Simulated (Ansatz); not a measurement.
# C₂H₂F₄O: small, medium and large basis sets

Aim: see how fast density functionals converge with the basis set for C₂H₂F₄O.

Program: Ansatz 0.2.0, Gaussian basis. Level of theory: one geometry, several basis sets. These are calculated values, not measurements.

Levels to be run: PBE0-D4/def2-SVP; ωB97M-V/def2-SVP; PBE0-D4/def2-QZVPP; ωB97M-V/def2-QZVPP; the functionals' def2-TZVPP values are taken from earlier runs.

## Step 1: Structure used throughout

An earlier PBE0-D4 in a triple-zeta def2 set relaxation fixed the geometry.

SMILES `FC(F)OC(F)F`, 9 atoms, charge 0, spin multiplicity 1.

Atoms are counted from 1 here; the program's logs count them from 0.

Bond lengths: F1–C2 1.331 Å, C2–F3 1.343 Å, C2–O4 1.371 Å, C2–H8 1.097 Å, O4–C5 1.371 Å, C5–F6 1.332 Å, C5–F7 1.343 Å, C5–H9 1.097 Å. Angles: F1–C2–F3 108.0°, F1–C2–O4 106.9°, F1–C2–H8 110.0°, F3–C2–O4 110.6°, F3–C2–H8 108.6°, O4–C2–H8 112.7°, C2–O4–C5 116.4°, O4–C5–F6 107.0°, O4–C5–F7 110.6°, O4–C5–H9 112.7°, F6–C5–F7 107.9°, F6–C5–H9 109.9°, F7–C5–H9 108.6°.

Coordinates:

| atom | x (Å) | y (Å) | z (Å) |
| --- | --- | --- | --- |
| F1 | 0.6219 | -1.6190 | 1.5568 |
| C2 | 0.4090 | -1.0314 | 0.3811 |
| F3 | 1.4845 | -1.2516 | -0.3929 |
| O4 | 0.2564 | 0.3085 | 0.6259 |
| C5 | -0.4338 | 1.0257 | -0.3163 |
| F6 | -0.9230 | 2.1024 | 0.2959 |
| F7 | 0.3911 | 1.4427 | -1.2907 |
| H8 | -0.4681 | -1.4748 | -0.1056 |
| H9 | -1.2496 | 0.4510 | -0.7712 |

## Step 2: PBE0-D4 in def2-SVP

File in.yaml:

```yaml
crystal:
  periodic: [false, false, false]
  atoms:
    - {symbol: F, position_ang: [0.621853, -1.618971, 1.556753]}
    - {symbol: C, position_ang: [0.409022, -1.031360, 0.381079]}
    - {symbol: F, position_ang: [1.484521, -1.251602, -0.392906]}
    - {symbol: O, position_ang: [0.256425, 0.308526, 0.625904]}
    - {symbol: C, position_ang: [-0.433756, 1.025697, -0.316342]}
    - {symbol: F, position_ang: [-0.922971, 2.102387, 0.295896]}
    - {symbol: F, position_ang: [0.391054, 1.442739, -1.290724]}
    - {symbol: H, position_ang: [-0.468114, -1.474776, -0.105644]}
    - {symbol: H, position_ang: [-1.249636, 0.450961, -0.771215]}
basis:
  gaussian: {orbitals: def2-SVP}
hamiltonian: {xc: pbe0, dispersion: d4}
output: {orbitals: {seedname: orbitals}}
```

Launch:

```sh
$ ansatz run in.yaml --threads 4 --pin off --events-out ev --progress --plain --max-ram 10444MiB
```

After this run come: ωB97M-V in def2-SVP; PBE0-D4 in def2-QZVPP; ωB97M-V in def2-QZVPP.

Q: Predict the results of all the runs planned. Wanted: PBE0-D4: double and triple zeta above quadruple; ωB97M-V: double and triple zeta above quadruple.

The runs gave:

| quantity | value |
| --- | --- |
| PBE0-D4: double and triple zeta above quadruple | 18.85, 0.76 eV |
| ωB97M-V: double and triple zeta above quadruple | 19.19, 0.72 eV |

What this shows: For PBE0-D4 the step from double to triple zeta gains 18.09 eV and the next only 0.76 eV. These are total energies; as a rule much of such shifts cancels in differences, which this series doesn't test. The LUMO of ωB97M-V is positive and keeps falling with the basis (3.21 to 1.67 eV): an unbound level that the basis holds in place.
